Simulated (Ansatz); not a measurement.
# ClFH3NSi: how energies converge with the basis set

An exercise on one series of results from a longer session: the logs are not shown, and one member is left open.

Method: one geometry, several basis sets; program: Ansatz 0.2.0, Gaussian basis.

Plan: PBE0-D4/def2-SVP; ωB97M-V/def2-SVP; PBE0-D4/def2-QZVPP; CCSD(T)/cc-pV(D+d)Z; MP2/cc-pV(T+d)Z; CCSD(T)/cc-pV(Q+d)Z; the functionals' def2-TZVPP values are taken from earlier runs.

3 further runs of the same task are left out: 1 for a known fault of the program, 2 that didn't finish.

### The relaxed structure

The geometry comes from an earlier relaxation with PBE0-D4 in a triple-zeta def2 set; it is a stationary point, not always the lowest conformer.

SMILES `N[SiH](F)Cl`, 7 atoms, charge 0, spin multiplicity 1.

Atoms are counted from 1 here; the program's logs count them from 0.

Bond lengths: N1–Si2 1.685 Å, N1–H5 1.006 Å, N1–H6 1.006 Å, Si2–F3 1.593 Å, Si2–Cl4 2.039 Å, Si2–H7 1.471 Å. Angles: Si2–N1–H5 122.2°, Si2–N1–H6 121.7°, H5–N1–H6 112.7°, N1–Si2–F3 114.5°, N1–Si2–Cl4 107.9°, N1–Si2–H7 110.7°, F3–Si2–Cl4 105.8°, F3–Si2–H7 106.2°, Cl4–Si2–H7 111.6°.

Set-up of the first run:

File in.yaml:

```yaml
crystal:
  periodic: [false, false, false]
  atoms:
    - {symbol: N, position_ang: [-0.717215, -0.734698, -0.309910]}
    - {symbol: Si, position_ang: [0.501499, 0.342949, 0.130396]}
    - {symbol: F, position_ang: [0.745125, 0.460347, 1.700749]}
    - {symbol: Cl, position_ang: [-0.054262, 2.205187, -0.486881]}
    - {symbol: H, position_ang: [-1.691045, -0.482875, -0.285664]}
    - {symbol: H, position_ang: [-0.573885, -1.730724, -0.293548]}
    - {symbol: H, position_ang: [1.789773, -0.060185, -0.455132]}
basis:
  gaussian: {orbitals: def2-SVP}
hamiltonian: {xc: pbe0, dispersion: d4}
output: {orbitals: {seedname: orbitals}}
```

Launch:

```bash
> ansatz run in.yaml --threads 2 --pin off --events-out ev --progress --plain --max-ram 32768MiB --backend cpu
```

Among the steps run: PBE0-D4 in def2-SVP; ωB97M-V in def2-SVP; PBE0-D4 in def2-QZVPP.

One of the session's tables, all rows but one given; the rest of the session is left out.

It belongs to the step «Functionals by basis». 

```
functional       basis  HOMO (eV)  LUMO (eV)
   PBE0-D4    def2-SVP      -8.12       1.37
   PBE0-D4  def2-TZVPP          ?          ?
   PBE0-D4  def2-QZVPP      -8.38       0.36
   ωB97M-V    def2-SVP     -10.51       3.05
   ωB97M-V  def2-TZVPP     -10.74       2.12
```

**Question.** Estimate the row for PBE0-D4, def2-TZVPP.

The run gave: HOMO (eV): -8.33; LUMO (eV): 0.66. In the column «HOMO (eV)» it lies between PBE0-D4, def2-QZVPP (-8.38) and PBE0-D4, def2-SVP (-8.12).
